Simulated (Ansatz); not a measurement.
# Pt3Pb: the cost of one run

Computed with Ansatz 0.2.0 (DFT LDA, scalar-relativistic, unless a step's input says otherwise).

### Step 1. Starting point

The structure is cubic, space group Pm-3m (No. 221). The conventional cell has a = 4.058 Å, b = 4.058 Å, c = 4.058 Å, α = 90.00°, β = 90.00°, γ = 90.00°. Pt (site symmetry 4/mmm) is surrounded by 8 Pt at 2.87 Å and 4 Pb at 2.87 Å. Pb (site symmetry m-3m) is surrounded by 12 Pt at 2.87 Å.

Structure file:

```
Pt Pb
1.0
     4.05800    0.00000    0.00000
     0.00000    4.05800    0.00000
     0.00000    0.00000    4.05800
Pt Pb
3 1
Direct
  0.00000 0.50000 0.50000
  0.50000 0.00000 0.50000
  0.50000 0.50000 0.00000
  0.00000 0.00000 0.00000
```

Atoms are numbered in the order of the input: Pt1, Pt2, Pt3, Pb4.

### Step 2. Volume × 0.94, LAPW

The input, input.yaml:

```yaml
crystal:
  lattice:
    - [3.9751604292, 0.0, 0.0]
    - [0.0, 3.9751604292, 0.0]
    - [0.0, 0.0, 3.9751604292]
  atoms:
    - { symbol: Pt, position: [0.0, 0.5, 0.5] }
    - { symbol: Pt, position: [0.5, 0.0, 0.5] }
    - { symbol: Pt, position: [0.5, 0.5, 0.0] }
    - { symbol: Pb, position: [0.0, 0.0, 0.0] }
kpoints:
  mp_grid: { grid: [9, 9, 9] }
  band_path:
    path:
      - [0.0, 0.0, 0.0]
      - [0.0, 0.5, 0.0]
      - [0.5, 0.5, 0.0]
      - [0.0, 0.0, 0.0]
      - [0.5, 0.5, 0.5]
      - [0.0, 0.5, 0.0]
      - [0.5, 0.5, 0.5]
      - [0.5, 0.5, 0.0]
    npoints: 5
scf:
  occupations: { method: fermi_dirac, width: 0.03 }
hamiltonian:
  xc: lda
  pseudopotentials: { kind: all_electron, lapw: { basis_error: 0.001 } }
output:
  forces: true
  stress: true
  eigenvalues: true
```

Command:

```console
$ ansatz run input.yaml --threads 1 --pin off --max-ram 4096MiB --backend cpu --events-out ev --progress --plain --runs-dir out
```

What time and memory should one allow on 1 thread of Arm Neoverse V1, shared host?

About 2.3 min, with a peak of 0.7 GiB.
